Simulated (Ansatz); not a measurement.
What does this script print? It uses Ansatz 0.2.0 through its Python package.

`in2bi.py`
```python
"""Do the forces of In2Bi match the slope of the free energy, atoms off their sites."""

import warnings

import ansatz as az
import numpy as np

vectors0 = np.array([
    [5.48217, 0.0, 0.0],
    [-2.74108, 4.7477, 0.0],
    [0.0, 0.0, 3.35392],
])
sites = [
    ("In", (0.99676, 0.99881, 0.49344)),
    ("In", (0.33568, 0.67314, 0.00482)),
    ("Bi", (0.66433, 0.33481, 0.50347)),
]


def build(cell):
    crystal = az.Crystal(lattice=az.Lattice.of(cell))
    for symbol, position in sites:
        crystal = crystal.atom(symbol, position)
    return crystal


def main() -> None:
    warnings.simplefilter("ignore", az.DeckWarning)

    def solve(crystal):
        return (
            crystal.calculation()
            .functional("pbesol")
            .occupations("fermi_dirac", width=0.05)
            .basis(540, xc_grid=2)
            .kpoints(4, 4, 6)
            .scf(tolerance=1e-09)
            .forces()
            .stress()
            .run(threads=1)
        ).report


    centre = solve(build(vectors0))
    start = build(vectors0)
    # move one atom both ways along a Cartesian axis
    print(f"force on atom 0 along x: analytic {centre['forces_ev_ang'][0][0]:.4f} eV/A")
    for h in (0.005, 0.02):
        shift = np.eye(3)[0] * h @ np.linalg.inv(vectors0)
        plus, minus = (solve(start.move(0, to=np.array(sites[0][1]) + sign * shift))["lagrangian_ev"] for sign in (1, -1))
        print(f"  step {h} A: numerical {-(plus - minus) / (2 * h):.4f} eV/A")
    # P = -dF/dV; the difference feels the change of the plane-wave count with the cell
    volume = abs(np.linalg.det(vectors0))
    larger, smaller = (solve(build(vectors0 * (1 + sign * 0.005) ** (1 / 3)))["lagrangian_ev"] for sign in (1, -1))
    numerical = -(larger - smaller) / (0.01 * volume) * 160.21766
    print(f"pressure: analytic {np.trace(centre['stress_gpa']) / 3:.3f}, numerical {numerical:.3f} GPa")


if __name__ == "__main__":
    main()
```

`python in2bi.py` gives:
```text
force on atom 0 along x: analytic 0.0021 eV/A
  step 0.005 A: numerical 0.0021 eV/A
  step 0.02 A: numerical 0.0021 eV/A
pressure: analytic -1.330, numerical -1.329 GPa
```

Notes:
- For a metal this k-point mesh is coarse: on a finer one energies can move by several to tens of meV an atom and pressures by half a GPa or more, differences at one mesh by less.
- The program warned that this SCF threshold is loose for forces or stresses.
- Pressure is positive in compression.
- Spin-orbit coupling, which matters for elements this heavy, is left out.
- The cell is a database structure, distorted on purpose.
- The central difference errs as the square of the step, so the shorter step is the fairer test; what remains comes from the finite grid and the SCF threshold.
- The script silences the warnings on its input, which a real study should read.
- Timing: 2.2 min on 1 thread of Arm Neoverse V1 (shared host), peak memory 0.5 GiB.
